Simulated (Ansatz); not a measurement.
AlCo, space group Pm-3m, cell relaxations under several functionals

Program: the Ansatz DFT code, driven from Python.

The cells in order, each with its output:

In [1]:
```python
import warnings

import ansatz as az
import numpy as np
```

In [2]:
```python
def edges_and_angles(cell):
    cell = np.asarray(cell)
    a, b, c = np.linalg.norm(cell, axis=1)
    cosines = cell[1] @ cell[2] / (b * c), cell[0] @ cell[2] / (a * c), cell[0] @ cell[1] / (a * b)
    return (a, b, c, *np.degrees(np.arccos(cosines)))
```

In [3]:
```python
warnings.simplefilter("ignore", az.DeckWarning)
```

In [4]:
```python
system = (
    az.Lattice.from_parameters(2.819403, 2.819403, 2.819403, alpha=90.0, beta=90.0, gamma=90.0)
    .atom("Al", (0.0, 0.0, 0.0))
    .atom("Co", (0.5, 0.5, 0.5))
    .moments(Co=2.5)
)
```

In [5]:
```python
base = (
    system.calculation()
    .basis(34 * az.Ry)
    .occupations("fermi_dirac", width=0.1)
    .kpoints(12, 12, 12)
    .spin("collinear")
    .relax(cell=True, force_tolerance=0.03, max_steps=100)
)

levels = [("pbe", "none"), ("revpbe", "d3bj"), ("rpbe", "none")]
print("level            a       b       c    alpha   beta  gamma  V/atom  steps")
for name, dispersion in levels:
    seen = []
    run = base.functional(name, dispersion=dispersion).session().plan()
    out = run.execute(on_event=lambda e: seen.append(e) if e["event"] == "relax_step" else None)
    cell = out.lattice.cell_ang
    label = name if dispersion == "none" else f"{name}+{dispersion}"
    print("{:13s} {:7.4f} {:7.4f} {:7.4f} {:6.2f} {:6.2f} {:6.2f}".format(label, *edges_and_angles(cell)), f"{abs(np.linalg.det(cell)) / len(out.lattice.sites):7.3f} {len(seen):5d}")
```
```text
level            a       b       c    alpha   beta  gamma  V/atom  steps
RunWarning: the starting moments were not kept: the SCF closed with an absolute magnetisation of 8.4e-8 μB, where they sum to 2.5 μB in size (1 site). That is at most 0.1 of that sum. Measured as dr2_m measures the in/out step, that magnetisation stands 1.0e-14 eV from none, at or under the dr2_threshold of 1.0e-7 eV: [...]
pbe            2.8528  2.8528  2.8528  90.00  90.00  90.00  11.609     5
revpbe+d3bj    2.8055  2.8055  2.8055  90.00  90.00  90.00  11.041     4
rpbe           2.8748  2.8748  2.8748  90.00  90.00  90.00  11.880     5
```

From smallest to largest: revPBE+D3BJ (11.04 Å³ an atom, -1.5 % against the start), PBE (11.61 Å³ an atom, +3.6 % against the start) and RPBE (11.88 Å³ an atom, +6.0 % against the start). The spread is 7.6 % in volume.

Notes:
- The SCF didn't keep the moments it started from (some shrank, vanished or turned); what is printed is the state reached.
- Forces vanish by symmetry, so the ions can't move, and the end may be a saddle.
- Dispersion corrections can be off by several per cent in the lattices of metals, and by several GPa in the pressure at a fixed cell.
- The structure comes from a database of computed cells and needn't be a stable or known phase.
- Warnings are shown shortened and without file and line.
- The script silences the warnings on its input, which a real study should read.
- Run time: 110 s on 1 thread of Arm Neoverse N1, with other jobs on the host, peak memory 0.44 GiB.
